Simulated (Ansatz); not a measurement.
**CH8AlFSi2: one species, many methods**

Aim: compute CH8AlFSi2 with functionals from several rungs and with coupled cluster. The yardstick is the atomisation energy at the CCSD(T) limit.

Program: Ansatz 0.2.0, Gaussian basis. Level of theory: functionals in def2-TZVPP, the program's frozen cores in correlated methods. These are calculated values, not measurements.

The runs, in order: PBE-D4, r2SCAN-D4, PBE0-D4, B3LYP-D4, ωB97X-V, ωB97M-V, B2PLYP; CCSD(T)/def2-TZVPP; MP2/def2-QZVPP; extrapolation to the limit.

### 1 The geometry

The geometry comes from an earlier relaxation with PBE0-D4 in a triple-zeta def2 set; it is a stationary point, not always the lowest conformer.

SMILES `F[CH]([SiH3])[AlH][SiH3]`, 13 atoms, charge 0, spin multiplicity 1.

Atoms are counted from 1 here; the program's logs count them from 0.

Bond lengths: F1–C2 1.410 Å, C2–Si3 1.890 Å, C2–Al4 1.980 Å, C2–H6 1.102 Å, Si3–H7 1.486 Å, Si3–H8 1.489 Å, Si3–H9 1.488 Å, Al4–Si5 2.457 Å, Al4–H10 1.585 Å, Si5–H11 1.490 Å, Si5–H12 1.491 Å, Si5–H13 1.493 Å. Angles: F1–C2–Si3 109.6°, F1–C2–Al4 112.1°, F1–C2–H6 107.6°, Si3–C2–Al4 112.3°, Si3–C2–H6 106.4°, Al4–C2–H6 108.6°, C2–Si3–H7 111.9°, C2–Si3–H8 107.2°, C2–Si3–H9 110.3°, H7–Si3–H8 109.9°, H7–Si3–H9 108.9°, H8–Si3–H9 108.5°, C2–Al4–Si5 115.9°, C2–Al4–H10 119.5°, Si5–Al4–H10 124.5°, Al4–Si5–H11 113.2°, Al4–Si5–H12 111.5°, Al4–Si5–H13 109.5° and more.

Coordinates:

```mol
CH8AlFSi2
  3D, bonds by distance, orders not assigned

 13 12  0  0  0  0  0  0  0  0999 V2000
   -1.7630    2.1637    0.3615 F   0  0
   -1.0627    0.9471    0.4891 C   0  0
    0.5185    1.2287    1.4858 Si  0  0
   -0.7021    0.1064   -1.2674 Al  0  0
    0.5341   -2.0164   -1.2089 Si  0  0
   -1.6881    0.2632    1.0845 H   0  0
    0.2447    1.9073    2.7789 H   0  0
    1.1268   -0.1081    1.7328 H   0  0
    1.4827    2.0500    0.7041 H   0  0
   -1.1503    0.8480   -2.5947 H   0  0
    0.2892   -2.8717   -2.4043 H   0  0
    0.1915   -2.8149    0.0030 H   0  0
    1.9996   -1.7381   -1.1494 H   0  0
  1  2  8  0
  2  3  8  0
  2  4  8  0
  4  5  8  0
  2  6  8  0
  3  7  8  0
  3  8  8  0
  3  9  8  0
  4 10  8  0
  5 11  8  0
  5 12  8  0
  5 13  8  0
M  END
```

### 2 PBE-D4 (GGA)

in.yaml reads:

```yaml
crystal:
  periodic: [false, false, false]
  atoms:
    - {symbol: F, position_ang: [-1.763049, 2.163687, 0.361531]}
    - {symbol: C, position_ang: [-1.062678, 0.947086, 0.489051]}
    - {symbol: Si, position_ang: [0.518476, 1.228704, 1.485828]}
    - {symbol: Al, position_ang: [-0.702126, 0.106396, -1.267370]}
    - {symbol: Si, position_ang: [0.534089, -2.016377, -1.208890]}
    - {symbol: H, position_ang: [-1.688102, 0.263165, 1.084521]}
    - {symbol: H, position_ang: [0.244667, 1.907345, 2.778908]}
    - {symbol: H, position_ang: [1.126769, -0.108146, 1.732836]}
    - {symbol: H, position_ang: [1.482674, 2.049983, 0.704069]}
    - {symbol: H, position_ang: [-1.150332, 0.847981, -2.594730]}
    - {symbol: H, position_ang: [0.289181, -2.871659, -2.404324]}
    - {symbol: H, position_ang: [0.191457, -2.814858, 0.002988]}
    - {symbol: H, position_ang: [1.999573, -1.738109, -1.149418]}
basis:
  gaussian: {orbitals: def2-TZVPP}
hamiltonian: {xc: pbe, dispersion: d4}
output: {forces: true, orbitals: {seedname: orbitals}}
```

On the command line:

```sh
> ansatz run in.yaml --threads 4 --pin off --events-out ev --progress --plain --max-ram 10444MiB
```

Further steps of the session: r2SCAN-D4 (meta-GGA); PBE0-D4 (hybrid); B3LYP-D4 (hybrid); ωB97X-V (range-separated); ωB97M-V (range-separated); B2PLYP (double hybrid); CCSD(T) in def2-TZVPP; MP2 in def2-QZVPP.

**Question.** What will the summary of the whole plan be? Wanted: atomisation energy, CCSD(T)/CBS; farthest; mean size of error, hybrid; mean size of error, range-separated; gap, smallest and largest; T1 diagnostic; triples share of the correlation energy.

The runs gave:

```
                               quantity                                 value
        atomisation energy, CCSD(T)/CBS                        939.6 kcal/mol
functionals within 4.7 kcal/mol (0.5 %)  PBE-D4, r2SCAN-D4, B3LYP-D4, ωB97M-V
                               farthest               B2PLYP (-16.2 kcal/mol)
             mean size of error, hybrid                          6.5 kcal/mol
    mean size of error, range-separated                          3.7 kcal/mol
              gap, smallest and largest   3.40 eV (PBE-D4), 9.53 eV (ωB97X-V)
                          T1 diagnostic                                0.0131
triples share of the correlation energy                                 3.3 %
```

What this shows: PBE-D4 is off by -2.3 kcal/mol. Double hybrids carry the basis error of their MP2 part in triple zeta, and no dispersion term here, so their miss is partly the set-up's. Misses under about 4.7 kcal/mol are within the doubt on the reference itself, which lacks core-valence correlation, relativity and higher excitations. Hartree-Fock recovers 75 % of the binding; the rest is correlation. Orbital gaps span 3.4 to 9.5 eV; exact exchange widens them.
